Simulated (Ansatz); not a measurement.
# Cl2GeH3 with multiplicity 2: two geometries relaxed

Aim: relax the geometries before and after the reaction (atom abstraction by a radical), and see whether they are two minima and how far apart in energy. Meant to form: Cl2–Cl6; to break: Ge1–Cl2. The start is a guess near the saddle point, from which both ends are pulled out.

All numbers below are computed with Ansatz 0.2.0 (UKS BHLYP-D4/def2-SVP).

## 1. Starting point

Bond lengths: Ge1–Cl2 2.470 Å, Ge1–H3 1.550 Å, Ge1–H4 1.549 Å, Ge1–H5 1.549 Å, Cl2–Cl6 2.340 Å. Angles: Ge1–Cl2–Cl6 180.0°, Cl2–Ge1–H3 109.5°, Cl2–Ge1–H4 109.5°, Cl2–Ge1–H5 109.5°, H3–Ge1–H4 109.5°, H3–Ge1–H5 109.5°, H4–Ge1–H5 109.5°.

Coordinates:

```xyz
6

Ge    0.0000    0.0000    0.0000
Cl    0.0000    0.0000    2.4700
H     1.4616    0.0000   -0.5162
H    -0.7300    1.2648   -0.5162
H    -0.7300   -1.2648   -0.5162
Cl    0.0000    0.0000    4.8100
```

## 2. Pulling towards end A

Springs on the bonds that form and break draw the guess towards this end; the thresholds are loose.

Contents of input.yaml:

```yaml
crystal:
  periodic: [false, false, false]
  atoms:
    - { symbol: Ge, position_ang: [0.0, 0.0, 0.0] }
    - { symbol: Cl, position_ang: [0.0, 0.0, 2.47] }
    - { symbol: H, position_ang: [1.4616, 0.0, -0.5162] }
    - { symbol: H, position_ang: [-0.73, 1.2648, -0.5162] }
    - { symbol: H, position_ang: [-0.73, -1.2648, -0.5162] }
    - { symbol: Cl, position_ang: [0.0, 0.0, 4.81] }
magnetization:
  spin_polarized: true
  initial_magnetization: 1
basis:
  gaussian: { orbitals: def2-SVP }
hamiltonian:
  xc: { name: BHLYP }
  dispersion: d4
relax:
  f_tol: 0.15
  max_steps: 25
  restrain:
    - { distance: [1, 5], at: 3.24, k: 30.0 }
    - { distance: [0, 1], at: 2.22, k: 30.0 }
```

Command:

```bash
> ansatz run input.yaml --threads 2 --pin off --max-ram 3072MiB --backend cpu --events-out ev --progress --plain --runs-dir out
```

Standard output (excerpt; [...] marks lines left out):

```text
Warning: RAYON_NUM_THREADS=2 ignored (pool sized by the plan → 2); use --threads N
[...]
Functional definition: BHLYP
[...]
847 factors; integrals over basis functions are off by at most 4.0e-4 eV
[...]
mean field -81595.20150126 eV, -2998.5683479572 hartree, gradient 2.6e-5 eV, S^2 0.765299; 3 other end points of the search recorded, 0 dependent functions left out
[...]
reference -81595.20167399 eV, -2998.5683543048 hartree; 35, 34 occupied and 48, 49 virtual orbitals, 847 factors
relax step   1: F+E_penalty+E_count = -81595.35357100 eV  Δ(F+E_penalty+E_count) = +0.000e0 eV  max|allowed force component| = 3.741e0 eV/Å  E_restraint = 13.08750000 eV  max|allowed force component, restraints' pulls added| = 3.824e1 eV/Å  Δτ_max = 0.0000 Å  (71 SCF iters, accepted)
[...]
relax step   4: F+E_penalty+E_count = -81596.27241358 eV  Δ(F+E_penalty+E_count) = +1.361e-2 eV  max|allowed force component| = 8.467e-1 eV/Å  E_restraint = 0.00103826 eV  max|allowed force component, restraints' pulls added| = 5.971e-1 eV/Å  Δτ_max = 0.1599 Å  (97 SCF iters, accepted)
[...]
relax step   5: F+E_penalty+E_count = -81596.28147205 eV  Δ(F+E_penalty+E_count) = -9.058e-3 eV  max|allowed force component| = 4.835e-1 eV/Å  E_restraint = 0.00430391 eV  max|allowed force component, restraints' pulls added| = 3.681e-2 eV/Å  Δτ_max = 0.0209 Å  (97 SCF iters, accepted)
  distance Cl 1 - Cl 5 = 3.2392 Å
  distance Ge 0 - Cl 1 = 2.2031 Å
847 factors; integrals over basis functions are off by at most 4.6e-4 eV
[...]
mean field -81596.14440567 eV, -2998.6029990553 hartree, gradient 2.5e-7 eV, S^2 0.752660; 5 other end points of the search recorded, 0 dependent functions left out
[...]
reference -81596.14458251 eV, -2998.6030055541 hartree; 35, 34 occupied and 48, 49 virtual orbitals, 847 factors
Total energy: -81596.28164889 eV, -2998.6080426504 hartree
Atom 0 at     0.000341     0.000000    -0.096968 Å, force    -0.000005    -0.000000     0.470739 eV/Å
Atom 1 at     0.000038    -0.000000     2.106113 Å, force     0.000049    -0.000000    -0.483544 eV/Å
Atom 2 at     1.459503     0.000000    -0.540813 Å, force    -0.011995    -0.000000     0.013411 eV/Å
Atom 3 at    -0.729150     1.263620    -0.541104 Å, force     0.005967    -0.010367     0.013371 eV/Å
Atom 4 at    -0.729150    -1.263620    -0.541104 Å, force     0.005967     0.010367     0.013371 eV/Å
Atom 5 at     0.000018     0.000000     5.345277 Å, force     0.000015    -0.000000    -0.027348 eV/Å
Dipole moment:     0.000070    -0.000000    -0.551091 e Å
```

Wall time 15 s (2 threads of AMD EPYC 9R45 (Zen 5), shared host); peak memory 0.3 GiB.

Relaxation path:

```tsv
step	energy from step 1 (eV)	largest force component (eV/Å)
1	0.0000	3.7415
2	-0.7499	1.7795
3	-0.9325	0.3564
4	-0.9188	0.8467
5	-0.9279	0.4835
```

Step 1 is the start. Energies and forces in the table leave out the springs, which the log lists apart; the run stops on the force with the springs' pull added.

After: Bond lengths: Ge1–Cl2 2.203 Å, Ge1–H3 1.525 Å, Ge1–H4 1.525 Å, Ge1–H5 1.525 Å. Angles: Cl2–Ge1–H3 106.9°, Cl2–Ge1–H4 106.9°, Cl2–Ge1–H5 106.9°, H3–Ge1–H4 111.9°, H3–Ge1–H5 111.9°, H4–Ge1–H5 111.9°.

Pairs that crossed the distance rule for bonds on the way: moved apart Cl2–Cl6.

## 3. End point A

It starts where the restrained run ended.

Contents of input.yaml:

```yaml
crystal:
  periodic: [false, false, false]
  atoms:
    - { symbol: Ge, position_ang: [0.000341, 0.0, -0.096968] }
    - { symbol: Cl, position_ang: [3.8e-05, 0.0, 2.106113] }
    - { symbol: H, position_ang: [1.459503, 0.0, -0.540813] }
    - { symbol: H, position_ang: [-0.72915, 1.26362, -0.541104] }
    - { symbol: H, position_ang: [-0.72915, -1.26362, -0.541104] }
    - { symbol: Cl, position_ang: [1.8e-05, 0.0, 5.345277] }
magnetization:
  spin_polarized: true
  initial_magnetization: 1
basis:
  gaussian: { orbitals: def2-SVP }
hamiltonian:
  xc: { name: BHLYP }
  dispersion: d4
relax:
  f_tol: 0.03
  max_steps: 50
output:
  orbitals: {}
```

Command:

```bash
> ansatz run input.yaml --threads 2 --pin off --max-ram 3072MiB --backend cpu --events-out ev --progress --plain --runs-dir out
```

Standard output (excerpt; [...] marks lines left out):

```text
Warning: RAYON_NUM_THREADS=2 ignored (pool sized by the plan → 2); use --threads N
[...]
Functional definition: BHLYP
[...]
848 factors; integrals over basis functions are off by at most 3.7e-4 eV
[...]
mean field -81596.14441864 eV, -2998.6029995319 hartree, gradient 4.4e-7 eV, S^2 0.752660; 4 other end points of the search recorded, 0 dependent functions left out
[...]
reference -81596.14459548 eV, -2998.6030060307 hartree; 35, 34 occupied and 48, 49 virtual orbitals, 848 factors
relax step   1: F+E_penalty+E_count = -81596.28148503 eV  Δ(F+E_penalty+E_count) = +0.000e0 eV  max|allowed force component| = 4.836e-1 eV/Å  Δτ_max = 0.0000 Å  (153 SCF iters, accepted)
[...]
relax step   4: F+E_penalty+E_count = -81596.29040639 eV  Δ(F+E_penalty+E_count) = -6.635e-5 eV  max|allowed force component| = 2.648e-2 eV/Å  Δτ_max = 0.0275 Å  (98 SCF iters, accepted)
[...]
relax step   7: F+E_penalty+E_count = -81596.29127320 eV  Δ(F+E_penalty+E_count) = -1.171e-4 eV  max|allowed force component| = 6.792e-3 eV/Å  Δτ_max = 0.0181 Å  (96 SCF iters, accepted)
[...]
relax step  10: F+E_penalty+E_count = -81596.29322035 eV  Δ(F+E_penalty+E_count) = -1.363e-3 eV  max|allowed force component| = 6.632e-2 eV/Å  Δτ_max = 0.0710 Å  (102 SCF iters, accepted)
[...]
relax step  12: F+E_penalty+E_count = -81596.30440852 eV  Δ(F+E_penalty+E_count) = -7.354e-3 eV  max|allowed force component| = 3.090e-1 eV/Å  Δτ_max = 0.1718 Å  (59 SCF iters, accepted)
[...]
relax step  13: F+E_penalty+E_count = -81596.32419568 eV  Δ(F+E_penalty+E_count) = -1.979e-2 eV  max|allowed force component| = 4.345e-1 eV/Å  Δτ_max = 0.1945 Å  (65 SCF iters, accepted)
```

## 4. More of the same log: end point A relaxed

Output, continued (excerpt; [...] marks lines left out):

```text
[...]
848 factors; integrals over basis functions are off by at most 3.6e-4 eV
mean field -81596.19556854 eV, -2998.6048792560 hartree, gradient 1.2e-5 eV, S^2 0.752884; 0 other end points of the search recorded, 0 dependent functions left out
[...]
reference -81596.19574396 eV, -2998.6048857027 hartree; 35, 34 occupied and 48, 49 virtual orbitals, 848 factors
relax step  14: F+E_penalty+E_count = -81596.34498717 eV  Δ(F+E_penalty+E_count) = -2.079e-2 eV  max|allowed force component| = 3.883e-1 eV/Å  Δτ_max = 0.1922 Å  (57 SCF iters, accepted)
[...]
relax step  20: F+E_penalty+E_count = -81596.44456697 eV  Δ(F+E_penalty+E_count) = -8.307e-4 eV  max|allowed force component| = 4.542e-2 eV/Å  Δτ_max = 0.0291 Å  (58 SCF iters, accepted)
[...]
849 factors; integrals over basis functions are off by at most 3.7e-4 eV
[...]
mean field -81596.26908212 eV, -2998.6075808301 hartree, gradient 2.0e-5 eV, S^2 0.753142; 4 other end points of the search recorded, 0 dependent functions left out
[...]
reference -81596.26924553 eV, -2998.6075868355 hartree; 35, 34 occupied and 48, 49 virtual orbitals, 849 factors
Total energy: -81596.44523720 eV, -2998.6140544101 hartree
Atom 0 at    -0.079554     0.000000     0.231629 Å, force    -0.022554    -0.000000    -0.007586 eV/Å
Atom 1 at    -1.306704    -0.000000     2.039399 Å, force    -0.006387    -0.000000     0.014764 eV/Å
Atom 2 at     1.368740    -0.000000     0.690961 Å, force     0.017338     0.000000    -0.006229 eV/Å
Atom 3 at    -0.455215     1.263120    -0.534850 Å, force     0.007466    -0.009105    -0.000372 eV/Å
Atom 4 at    -0.455215    -1.263120    -0.534850 Å, force     0.007466     0.009105    -0.000372 eV/Å
Atom 5 at     0.929548     0.000000     3.839113 Å, force    -0.003329    -0.000000    -0.000203 eV/Å
Dipole moment:     0.122252     0.000000    -0.572507 e Å
```

It took 52 s on 2 threads of AMD EPYC 9R45 (Zen 5), shared host; peak memory 0.31 GiB.

Step by step:

```tsv
step	energy from step 1 (eV)	largest force component (eV/Å)
1	0.0000	0.4836
2	-0.0082	0.1312
3	-0.0089	0.0290
4	-0.0089	0.0265
5	-0.0091	0.0240
6	-0.0097	0.0146
7	-0.0098	0.0068
8	-0.0098	0.0046
9	-0.0104	0.0402
10	-0.0117	0.0663
11	-0.0156	0.1420
12	-0.0229	0.3090
13	-0.0427	0.4345
14	-0.0635	0.3883
15	-0.0870	0.3103
16	-0.1127	0.1298
17	-0.1353	0.1178
18	-0.1535	0.1132
19	-0.1623	0.0753
20	-0.1631	0.0454
21	-0.1636	0.0226
```

Step 1 is the start.

After: Bond lengths: Ge1–Cl2 2.185 Å, Ge1–H3 1.519 Å, Ge1–H4 1.524 Å, Ge1–H5 1.524 Å. Angles: Cl2–Ge1–H3 106.6°, Cl2–Ge1–H4 106.1°, Cl2–Ge1–H5 106.1°, H3–Ge1–H4 112.8°, H3–Ge1–H5 112.8°, H4–Ge1–H5 111.9°.

## 5. Pulling towards end B

Springs on the bonds that form and break draw the guess towards this end; the thresholds are loose.

Contents of input.yaml:

```yaml
crystal:
  periodic: [false, false, false]
  atoms:
    - { symbol: Ge, position_ang: [0.0, 0.0, 0.0] }
    - { symbol: Cl, position_ang: [0.0, 0.0, 2.47] }
    - { symbol: H, position_ang: [1.4616, 0.0, -0.5162] }
    - { symbol: H, position_ang: [-0.73, 1.2648, -0.5162] }
    - { symbol: H, position_ang: [-0.73, -1.2648, -0.5162] }
    - { symbol: Cl, position_ang: [0.0, 0.0, 4.81] }
magnetization:
  spin_polarized: true
  initial_magnetization: 1
basis:
  gaussian: { orbitals: def2-SVP }
hamiltonian:
  xc: { name: BHLYP }
  dispersion: d4
relax:
  f_tol: 0.15
  max_steps: 25
  restrain:
    - { distance: [1, 5], at: 2.04, k: 30.0 }
    - { distance: [0, 1], at: 3.42, k: 30.0 }
```

Command:

```bash
> ansatz run input.yaml --threads 2 --pin off --max-ram 3072MiB --backend cpu --events-out ev --progress --plain --runs-dir out
```

Standard output (excerpt; [...] marks lines left out):

```text
Warning: RAYON_NUM_THREADS=2 ignored (pool sized by the plan → 2); use --threads N
[...]
Functional definition: BHLYP
[...]
847 factors; integrals over basis functions are off by at most 4.0e-4 eV
[...]
mean field -81595.20150126 eV, -2998.5683479572 hartree, gradient 2.6e-5 eV, S^2 0.765299; 3 other end points of the search recorded, 0 dependent functions left out
[...]
reference -81595.20167399 eV, -2998.5683543048 hartree; 35, 34 occupied and 48, 49 virtual orbitals, 847 factors
relax step   1: F+E_penalty+E_count = -81595.35357100 eV  Δ(F+E_penalty+E_count) = +0.000e0 eV  max|allowed force component| = 3.741e0 eV/Å  E_restraint = 14.88750000 eV  max|allowed force component, restraints' pulls added| = 3.376e1 eV/Å  Δτ_max = 0.0000 Å  (71 SCF iters, accepted)
[...]
  distance Ge 0 - Cl 1 = 3.4136 Å
847 factors; integrals over basis functions are off by at most 9.8e-4 eV
mean field -81594.08412631 eV, -2998.5272851854 hartree, gradient 1.2e-5 eV, S^2 0.753992; 1 other end points of the search recorded, 0 dependent functions left out
[...]
reference -81594.08430439 eV, -2998.5272917296 hartree; 35, 34 occupied and 48, 49 virtual orbitals, 847 factors
Total energy: -81594.22019734 eV, -2998.5322857032 hartree
Atom 0 at     0.000417     0.000000    -0.313489 Å, force     0.000009    -0.000000     0.272368 eV/Å
Atom 1 at    -0.000089     0.000000     3.100119 Å, force     0.000067     0.000000    -0.447718 eV/Å
Atom 2 at     1.472325    -0.000000    -0.733910 Å, force    -0.031334    -0.000000    -0.018935 eV/Å
Atom 3 at    -0.735511     1.274693    -0.733991 Å, force     0.015628    -0.027051    -0.019036 eV/Å
Atom 4 at    -0.735511    -1.274693    -0.733991 Å, force     0.015628     0.027051    -0.019036 eV/Å
Atom 5 at    -0.000031    -0.000000     5.146663 Å, force     0.000002    -0.000000     0.232356 eV/Å
Dipole moment:     0.000033     0.000000    -0.274956 e Å
```

It took 11 s on 2 threads of AMD EPYC 9R45 (Zen 5), shared host; peak memory 0.29 GiB.

The steps of the relaxation:

```tsv
step	energy from step 1 (eV)	largest force component (eV/Å)
1	0.0000	3.7415
2	0.8195	2.1256
3	1.2645	1.5055
4	1.2005	0.9726
5	1.1408	0.2724
6	1.1336	0.4477
```

Step 1 is the start. Energies and forces in the table leave out the springs, which the log lists apart; the run stops on the force with the springs' pull added.

After: Bond lengths: Ge1–H3 1.531 Å, Ge1–H4 1.531 Å, Ge1–H5 1.531 Å, Cl2–Cl6 2.047 Å. Angles: H3–Ge1–H4 112.8°, H3–Ge1–H5 112.8°, H4–Ge1–H5 112.8°.

Pairs that crossed the distance rule for bonds on the way: moved apart Ge1–Cl2.

## 6. Relaxing end B

It starts where the restrained run ended.

Contents of input.yaml:

```yaml
crystal:
  periodic: [false, false, false]
  atoms:
    - { symbol: Ge, position_ang: [0.000417, 0.0, -0.313489] }
    - { symbol: Cl, position_ang: [-8.9e-05, 0.0, 3.100119] }
    - { symbol: H, position_ang: [1.472325, 0.0, -0.73391] }
    - { symbol: H, position_ang: [-0.735511, 1.274693, -0.733991] }
    - { symbol: H, position_ang: [-0.735511, -1.274693, -0.733991] }
    - { symbol: Cl, position_ang: [-3.1e-05, 0.0, 5.146663] }
magnetization:
  spin_polarized: true
  initial_magnetization: 1
basis:
  gaussian: { orbitals: def2-SVP }
hamiltonian:
  xc: { name: BHLYP }
  dispersion: d4
relax:
  f_tol: 0.03
  max_steps: 50
```

Command:

```bash
> ansatz run input.yaml --threads 2 --pin off --max-ram 3072MiB --backend cpu --events-out ev --progress --plain --runs-dir out
```

Standard output (excerpt; [...] marks lines left out):

```text
Warning: RAYON_NUM_THREADS=2 ignored (pool sized by the plan → 2); use --threads N
[...]
Functional definition: BHLYP
[...]
854 factors; integrals over basis functions are off by at most 1.7e-4 eV
[...]
mean field -81594.08416695 eV, -2998.5272866786 hartree, gradient 7.8e-5 eV, S^2 0.753993; 0 other end points of the search recorded, 0 dependent functions left out
[...]
reference -81594.08434502 eV, -2998.5272932228 hartree; 35, 34 occupied and 48, 49 virtual orbitals, 854 factors
relax step   1: F+E_penalty+E_count = -81594.22005990 eV  Δ(F+E_penalty+E_count) = +0.000e0 eV  max|allowed force component| = 4.477e-1 eV/Å  Δτ_max = 0.0000 Å  (36 SCF iters, accepted)
[...]
relax step   5: F+E_penalty+E_count = -81595.63497754 eV  Δ(F+E_penalty+E_count) = -6.832e-1 eV  max|allowed force component| = 3.360e0 eV/Å  Δτ_max = 0.1947 Å  (49 SCF iters, accepted)
[...]
relax step   9: F+E_penalty+E_count = -81596.29099067 eV  Δ(F+E_penalty+E_count) = -3.675e-3 eV  max|allowed force component| = 2.985e-2 eV/Å  Δτ_max = 0.0846 Å  (97 SCF iters, accepted)
[...]
relax step  13: F+E_penalty+E_count = -81596.29127652 eV  Δ(F+E_penalty+E_count) = -6.228e-5 eV  max|allowed force component| = 1.048e-2 eV/Å  Δτ_max = 0.0101 Å  (57 SCF iters, accepted)
[...]
relax step  15: F+E_penalty+E_count = -81596.29338411 eV  Δ(F+E_penalty+E_count) = -1.084e-3 eV  max|allowed force component| = 1.349e-1 eV/Å  Δτ_max = 0.1634 Å  (65 SCF iters, accepted)
[...]
relax step  16: F+E_penalty+E_count = -81596.29646222 eV  Δ(F+E_penalty+E_count) = -3.078e-3 eV  max|allowed force component| = 2.219e-1 eV/Å  Δτ_max = 0.0401 Å  (66 SCF iters, accepted)
[...]
854 factors; integrals over basis functions are off by at most 4.1e-4 eV
```

## 7. The output, continued: end point B relaxed

Output, continued (excerpt; [...] marks lines left out):

```text
[...]
mean field -81596.17383562 eV, -2998.6040805858 hartree, gradient 5.2e-6 eV, S^2 0.752684; 0 other end points of the search recorded, 0 dependent functions left out
[...]
reference -81596.17401322 eV, -2998.6040871125 hartree; 35, 34 occupied and 48, 49 virtual orbitals, 854 factors
relax step  17: F+E_penalty+E_count = -81596.31388075 eV  Δ(F+E_penalty+E_count) = -1.742e-2 eV  max|allowed force component| = 5.669e-2 eV/Å  Δτ_max = 0.2000 Å  (65 SCF iters, accepted)
[...]
relax step  19: F+E_penalty+E_count = -81596.33759535 eV  Δ(F+E_penalty+E_count) = -1.518e-2 eV  max|allowed force component| = 3.767e-1 eV/Å  Δτ_max = 0.1450 Å  (57 SCF iters, accepted)
[...]
relax step  21: F+E_penalty+E_count = -81596.38319697 eV  Δ(F+E_penalty+E_count) = -1.936e-2 eV  max|allowed force component| = 8.166e-2 eV/Å  Δτ_max = 0.1924 Å  (58 SCF iters, accepted)
[...]
855 factors; integrals over basis functions are off by at most 3.4e-4 eV
[...]
mean field -81596.26947151 eV, -2998.6075951401 hartree, gradient 1.3e-5 eV, S^2 0.753140; 4 other end points of the search recorded, 0 dependent functions left out
[...]
reference -81596.26963826 eV, -2998.6076012681 hartree; 35, 34 occupied and 48, 49 virtual orbitals, 855 factors
Total energy: -81596.44534484 eV, -2998.6140583657 hartree
Atom 0 at    -0.069026     0.000000     0.228157 Å, force     0.004590     0.000000     0.007068 eV/Å
Atom 1 at    -1.318332    -0.000000     2.020504 Å, force    -0.013603    -0.000000     0.009568 eV/Å
Atom 2 at     1.373750    -0.000000     0.707204 Å, force     0.005087     0.000000    -0.009697 eV/Å
Atom 3 at    -0.432755     1.262903    -0.543571 Å, force     0.002152    -0.002824    -0.002251 eV/Å
Atom 4 at    -0.432755    -1.262903    -0.543571 Å, force     0.002152     0.002824    -0.002251 eV/Å
Atom 5 at     0.880718     0.000000     3.862677 Å, force    -0.000378    -0.000000    -0.002436 eV/Å
Dipole moment:     0.128773     0.000000    -0.573292 e Å
```

Run time: 55 s. Hardware: 2 threads of AMD EPYC 9R45 (Zen 5), shared host; peak memory 0.3 GiB.

The steps of the relaxation:

```tsv
step	energy from step 1 (eV)	largest force component (eV/Å)
1	0.0000	0.4477
2	-0.0903	0.9512
3	-0.2780	2.1302
4	-0.7317	3.8565
5	-1.4149	3.3599
6	-1.8741	1.6426
7	-2.0330	0.2428
8	-2.0673	0.1341
9	-2.0709	0.0299
10	-2.0710	0.0320
11	-2.0711	0.0080
12	-2.0712	0.0037
13	-2.0712	0.0105
14	-2.0722	0.0750
15	-2.0733	0.1349
16	-2.0764	0.2219
17	-2.0938	0.0567
18	-2.1024	0.3403
19	-2.1175	0.3767
20	-2.1438	0.1336
21	-2.1631	0.0817
22	-2.1845	0.0631
23	-2.2055	0.1133
24	-2.2204	0.1284
25	-2.2242	0.0803
26x	-2.2236	0.0540
27	-2.2251	0.0136
```

Step 1 is the start. 1 step was tried and not accepted (26; marked x where the table lists them).

After: Bond lengths: Ge1–Cl2 2.185 Å, Ge1–H3 1.520 Å, Ge1–H4 1.524 Å, Ge1–H5 1.524 Å. Angles: Cl2–Ge1–H3 106.5°, Cl2–Ge1–H4 106.2°, Cl2–Ge1–H5 106.2°, H3–Ge1–H4 112.7°, H3–Ge1–H5 112.7°, H4–Ge1–H5 111.9°.

Pairs that crossed the distance rule for bonds on the way: came closer Ge1–Cl2; moved apart Cl2–Cl6.

## 8. What came out

```
                           quantity                     value
                              end A  20 moves, 0.164 eV lower
                              end B  25 moves, 2.225 eV lower
largest difference between the ends                    0.01 Å
            end B relative to end A                 -0.000 eV
```

What this shows: The two relaxations end at one structure, within 0.01 Å: no second minimum was found from this start, which doesn't rule one out.
